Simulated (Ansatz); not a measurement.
# C3H5F3O: a ladder of functionals and wavefunction methods

Aim: compute C3H5F3O with functionals from several rungs and with coupled cluster. The yardstick is the atomisation energy at the CCSD(T) limit.

Computed with Ansatz 0.2.0, Gaussian basis. Level: functionals in def2-TZVPP, the program's frozen cores in correlated methods.

Plan: LDA (SPW92), PBE-D4, revPBE-D4, BLYP-D4, r2SCAN-D4, B97M-V, PBE0-D4, B3LYP-D4, r2SCANh-D4, r2SCAN0-D4, HSE06-D4, BHLYP-D4, CAM-B3LYP-D4, LC-ωPBE, ωB97X-V, ωB97M-V, B2PLYP, PBE-QIDH; CCSD(T)/def2-SVP; CCSD(T)/def2-TZVPP; MP2/def2-QZVPP; extrapolation to the limit; RPA on PBE.

## (1) The geometry

An earlier PBE0-D4 in a triple-zeta def2 set relaxation fixed the geometry.

SMILES `FCOC(F)CF`, 12 atoms, charge 0, spin multiplicity 1.

Atoms are counted from 1 here; the program's logs count them from 0.

Bond lengths: F1–C2 1.373 Å, C2–O3 1.382 Å, C2–H8 1.094 Å, C2–H9 1.090 Å, O3–C4 1.384 Å, C4–F5 1.375 Å, C4–C6 1.507 Å, C4–H10 1.095 Å, C6–F7 1.372 Å, C6–H11 1.093 Å, C6–H12 1.093 Å. Angles: F1–C2–O3 110.3°, F1–C2–H8 107.5°, F1–C2–H9 108.4°, O3–C2–H8 111.7°, O3–C2–H9 106.9°, H8–C2–H9 112.0°, C2–O3–C4 115.0°, O3–C4–F5 109.7°, O3–C4–C6 106.9°, O3–C4–H10 112.0°, F5–C4–C6 109.7°, F5–C4–H10 106.7°, C6–C4–H10 111.8°, C4–C6–F7 109.5°, C4–C6–H11 109.4°, C4–C6–H12 109.5°, F7–C6–H11 109.2°, F7–C6–H12 109.2° and more.

Geometry (Å):

```
F    -1.73476   -0.13938   -1.77054
C    -0.41307    0.23219   -1.80577
O     0.26968   -0.32445   -0.74106
C     0.01911    0.26460    0.48576
F     0.65026    1.48494    0.55057
C     0.58331   -0.65511    1.53729
F     0.29437   -0.15784    2.78302
H    -0.37783    1.32524   -1.78285
H     0.03374   -0.17156   -2.71418
H    -1.04871    0.45395    0.64026
H     0.13269   -1.64491    1.43242
H     1.66811   -0.72279    1.41919
```

## (2) LDA

This LDA is Slater exchange with PW92 correlation.

File in.yaml:

```yaml
crystal:
  periodic: [false, false, false]
  atoms:
    - {symbol: F, position_ang: [-1.734757, -0.139378, -1.770542]}
    - {symbol: C, position_ang: [-0.413073, 0.232187, -1.805775]}
    - {symbol: O, position_ang: [0.269677, -0.324450, -0.741063]}
    - {symbol: C, position_ang: [0.019109, 0.264598, 0.485759]}
    - {symbol: F, position_ang: [0.650256, 1.484943, 0.550571]}
    - {symbol: C, position_ang: [0.583314, -0.655105, 1.537286]}
    - {symbol: F, position_ang: [0.294368, -0.157837, 2.783017]}
    - {symbol: H, position_ang: [-0.377833, 1.325237, -1.782845]}
    - {symbol: H, position_ang: [0.033745, -0.171557, -2.714184]}
    - {symbol: H, position_ang: [-1.048712, 0.453954, 0.640265]}
    - {symbol: H, position_ang: [0.132693, -1.644906, 1.432423]}
    - {symbol: H, position_ang: [1.668110, -0.722785, 1.419188]}
basis:
  gaussian: {orbitals: def2-TZVPP}
hamiltonian: {xc: lda}
output: {orbitals: {seedname: orbitals}}
```

Run with:

```sh
$ ansatz run in.yaml --threads 4 --pin off --events-out ev --progress --plain --max-ram 11315MiB
```

The runs that follow: PBE-D4 (GGA); revPBE-D4 (GGA); BLYP-D4 (GGA); r2SCAN-D4 (meta-GGA); B97M-V (meta-GGA); PBE0-D4 (hybrid); B3LYP-D4 (hybrid); r2SCANh-D4 (hybrid); r2SCAN0-D4 (hybrid); HSE06-D4 (hybrid); BHLYP-D4 (hybrid); CAM-B3LYP-D4 (range-separated); LC-ωPBE (range-separated); ωB97X-V (range-separated); ωB97M-V (range-separated); B2PLYP (double hybrid); PBE-QIDH (double hybrid); CCSD(T) in def2-SVP; CCSD(T) in def2-TZVPP; MP2 in def2-QZVPP; RPA on PBE orbitals.

Before running them: what should the planned runs give, taken together? Wanted: atomisation energy, CCSD(T)/CBS; farthest beyond LDA; mean size of error, GGA; mean size of error, meta-GGA; mean size of error, hybrid; mean size of error, range-separated; mean size of error, double hybrid; gap, smallest and largest; T1 diagnostic.

The runs gave:

| quantity | value |
| --- | --- |
| atomisation energy, CCSD(T)/CBS | 1133.1 kcal/mol |
| functionals within 5.7 kcal/mol (0.5 %) | revPBE-D4, BLYP-D4, r2SCAN-D4, B97M-V, PBE0-D4, B3LYP-D4, ωB97X-V, ωB97M-V |
| farthest beyond LDA | BHLYP-D4 (-52.2 kcal/mol) |
| mean size of error, GGA | 14.4 kcal/mol |
| mean size of error, meta-GGA | 3.6 kcal/mol |
| mean size of error, hybrid | 16.2 kcal/mol |
| mean size of error, range-separated | 5.5 kcal/mol |
| mean size of error, double hybrid | 9.9 kcal/mol |
| gap, smallest and largest | 8.25 eV (LDA (SPW92)), 16.01 eV (LC-ωPBE) |
| T1 diagnostic | 0.0116 |
| triples share of the correlation energy | 3.3 % |

**Reading.** LDA overbinds by 210.7 kcal/mol (19 %). PBE-D4 is off by +39.7 kcal/mol. Double hybrids carry the basis error of their MP2 part in triple zeta, and no dispersion term here, so their miss is partly the set-up's. The rungs meta-GGA, range-separated miss on average by less than the doubt on the reference (5.7 kcal/mol), so they tie. The reference freezes the cores and leaves out relativity and excitations past (T), so misses under about 5.7 kcal/mol can't be ranked. Hartree-Fock recovers 70 % of the binding; the rest is correlation. CCSD(T) in def2-SVP is off by -54.6 kcal/mol, more than most functionals: a good method in a small basis is no reference. Orbital gaps span 8.2 to 16.0 eV; exact exchange widens them.
